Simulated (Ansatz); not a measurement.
BiTe:

```xyz
2
Lattice="0.0000 3.2350 3.2350 3.2350 0.0000 3.2350 3.2350 3.2350 0.0000" Properties=species:S:1:pos:R:3 pbc="T T T"
Bi    0.0000    0.0000    0.0000
Te    3.2350    3.2350    3.2350
```

| Property | Result |
| --- | --- |
| Program | Ansatz 0.2.0 |
| Task | relaxation of cell and atoms |
| Functional | HSEsol |
| Potentials or basis | Ansatz PAW |
| Cutoff | 420 eV (not typed: the program's choice for these potentials) |
| k mesh | 4 × 4 × 4 |
| Occupations | fermi-dirac, width 0.05 eV |
| Spin | no spin polarisation |

At the start: volume 33.86 Å³/atom.

Question: Where does the relaxation end?

Answer: It ends after 5 steps and the volume is 32.08 Å³/atom (-5.3 %); space group Fm-3m (No. 225, to 0.05 Å).

The path:
```csv
step,energy change (eV),largest force (eV/Å),volume (Å³)
1,0.0000,0.0000,67.71
2,-0.0228,0.0000,62.23
3,-0.0334,0.0000,64.37
4,-0.0336,0.0000,64.15
5,-0.0328,0.0000,64.15
```

Final structure:
```
CELL_PARAMETERS angstrom
0.00000 3.17733 3.17733
3.17733 0.00000 3.17733
3.17733 3.17733 0.00000
ATOMIC_POSITIONS crystal
Bi 0.00000 0.00000 0.00000
Te 0.50000 0.50000 0.50000
```

Caveat: the k mesh is coarse (spacing up to 0.42 Å⁻¹), so the values aren't converged, least of all with exact exchange; the plane-wave basis is chosen anew once the cell has moved, so the energies of steps on either side of that aren't comparable; the PAW data sets come from PBE, with cores solved anew for the run's functional, which leaves a small shift of forces and pressure.
